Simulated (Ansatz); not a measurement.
**AlGeH4Cl (SMILES [Cl][AlH][GeH3]): RPA@PBE0/def2-SVP**

What is the electronic atomisation energy of AlGeH4Cl at RPA@PBE0/def2-SVP? 

The calculation is run with Ansatz 0.2.0.

68 further runs of the same task are left out: 68 set aside as unsound or not needed.

## (1) The system as given

AlGeH4Cl: 7 atoms, total charge 0, spin state singlet. SMILES: `[Cl][AlH][GeH3]`. The coordinates come from a PBE0-D4/def2-TZVP relaxation.

Bond lengths: Cl1–Al2 2.102 Å, Al2–Ge3 2.467 Å, Al2–H4 1.580 Å, Ge3–H5 1.540 Å, Ge3–H6 1.540 Å, Ge3–H7 1.540 Å. Angles: Cl1–Al2–Ge3 116.8°, Cl1–Al2–H4 116.5°, Ge3–Al2–H4 126.7°, Al2–Ge3–H5 111.0°, Al2–Ge3–H6 111.0°, Al2–Ge3–H7 112.3°, H5–Ge3–H6 107.2°, H5–Ge3–H7 107.6°, H6–Ge3–H7 107.6°.

## (2) The energy at RPA@PBE0/def2-SVP

Input file in.yaml:

```yaml
crystal:
  periodic: [false, false, false]
  atoms:
    - symbol: Cl
      position_ang: [-2.499300, -1.527200, -0.126900]
    - symbol: Al
      position_ang: [-0.425400, -1.314700, 0.144500]
    - symbol: Ge
      position_ang: [0.501100, 0.959800, -0.093300]
    - symbol: H
      position_ang: [0.379500, -2.632000, 0.480000]
    - symbol: H
      position_ang: [0.225700, 1.522500, -1.499900]
    - symbol: H
      position_ang: [-0.144000, 1.926400, 0.916800]
    - symbol: H
      position_ang: [2.023700, 0.997300, 0.133100]
basis:
  gaussian: {orbitals: def2-SVP}
hamiltonian: {xc: {name: PBE0}}
correlation: {method: rpa, frozen_orbitals: {Al: 5, Cl: 5, Ge: 9, H: 0}}
accuracy: high
```

On the command line:

```bash
ansatz run in.yaml --threads 1 --pin off --max-ram 3480MiB --events-out events.jsonl --progress --plain --runs-dir runs
```

The log of the run:

```text
Warning: RAYON_NUM_THREADS=1 ignored (pool sized by the plan → 1); use --threads N
Functional definition: PBE0
  name "PBE0"
  parameter a = 0.25
  parameter kappa = 0.804
  parameter beta = 0.06672455060314922
  exchange = (1 - a)*pbe_x(kappa = kappa, mu = beta*pi^2/3) + a*exact_x
  correlation = pbe_c(beta = beta)
1769 factors; integrals over basis functions are off by at most 6.4e-9 eV
mean field evaluation 1: about -75676.3319 eV, gradient 1.7e1 eV
mean field evaluation 2: about -75676.4118 eV, gradient 1.7e1 eV
mean field evaluation 4: about -75677.0529 eV, gradient 2.2e0 eV
mean field evaluation 8: about -75677.0693 eV, gradient 5.2e-2 eV
mean field evaluation 16: about -75677.0693 eV, gradient 7.9e-6 eV
mean field -75677.06928358 eV, -2781.0810004118 hartree, gradient 3.4e-8 eV, S^2 0.000000; 0 other end points of the search recorded, 0 dependent functions left out
19 core orbitals not correlated: weight in the atoms' cores, before any rotation towards them, 1.000 or more for the frozen orbitals, at most 0.000 for the correlated occupied ones
reference -75611.56090427 eV, -2778.6736118751 hartree; 14, 14 occupied and 55, 55 virtual orbitals, 1769 factors
Total energy: -75629.15614100 eV, -2779.3202248985 hartree
```

Run time: 9.3 s. Hardware: 1 thread of Intel Xeon 6975P-C (Granite Rapids), shared host; peak memory 0.32 GiB.

## (3) The Al atom at the same level

Input file in.yaml:

```yaml
crystal:
  periodic: [false, false, false]
  atoms:
    - {symbol: Al, position_ang: [0.000000, 0.000000, 0.000000]}
basis:
  gaussian:
    orbitals: def2-SVP
magnetization:
  spin_polarized: true
  initial_magnetization: 1
hamiltonian:
  xc: {name: PBE0}
correlation:
  method: rpa
  frozen_orbitals: {Al: 5}
accuracy: high
```

Run the same way, it converges to -241.85608 Eh (log not shown).

## (4) The Cl atom at the same level

Input file run.yaml:

```yaml
crystal:
  periodic: [false, false, false]
  atoms:
    - {symbol: Cl, position_ang: [0.000000, 0.000000, 0.000000]}
basis:
  gaussian: {orbitals: def2-SVP}
magnetization: {spin_polarized: true, initial_magnetization: 1}
hamiltonian: {xc: {name: PBE0}}
correlation: {method: rpa, frozen_orbitals: {Cl: 5}}
accuracy: high
```

Run the same way, it converges to -459.49186 Eh (log not shown).

## (5) The Ge atom at the same level

Input file run.yaml:

```yaml
crystal:
  periodic: [false, false, false]
  atoms:
    - {symbol: Ge, position_ang: [0.000000, 0.000000, 0.000000]}
basis:
  gaussian:
    orbitals: def2-SVP
magnetization:
  spin_polarized: true
  initial_magnetization: 2
hamiltonian:
  xc: pbe0
correlation:
  method: rpa
  frozen_orbitals: {Ge: 9}
accuracy: high
```

Run the same way, it converges to -2075.28590 Eh (log not shown).

## (6) The H atom, same level

Input file job.yaml:

```yaml
basis:
  gaussian: {orbitals: def2-SVP}
crystal:
  periodic: [false, false, false]
  atoms:
    - {symbol: H, position_ang: [0.000000, 0.000000, 0.000000]}
magnetization: {spin_polarized: true, initial_magnetization: 1}
hamiltonian: {xc: {name: PBE0}}
correlation: {method: rpa, frozen_orbitals: {H: 0}}
accuracy: high
```

Run the same way, it converges to -0.51113 Eh (log not shown).

## (7) Summary of results

Level: RPA@PBE0/def2-SVP, 19 core orbitals frozen.

| quantity | value |
| --- | --- |
| molecule: total energy | -2779.32022 Eh |
| molecule: RPA correlation energy (valence) | -646.6 mEh |
| Al atom: total energy | -241.85608 Eh |
| Al atom: RPA correlation energy (valence) | -68.8 mEh |
| Al atom: ⟨S²⟩ of the reference determinant | 0.753 |
| Cl atom: total energy | -459.49186 Eh |
| Cl atom: RPA correlation energy (valence) | -175.4 mEh |
| Cl atom: ⟨S²⟩ of the reference determinant | 0.752 |
| Ge atom: total energy | -2075.28590 Eh |
| Ge atom: RPA correlation energy (valence) | -234.8 mEh |
| Ge atom: ⟨S²⟩ of the reference determinant | 2.003 |
| H atom: total energy | -0.51113 Eh |
| H atom: RPA correlation energy | -11.9 mEh |
| H atom: ⟨S²⟩ of the reference determinant | 0.750 |
| electronic atomisation energy | 17.466 eV |

**Reading.** Taking the molecule apart into free atoms costs 17.47 eV (403 kcal/mol), before zero-point energy and without spin-orbit coupling.
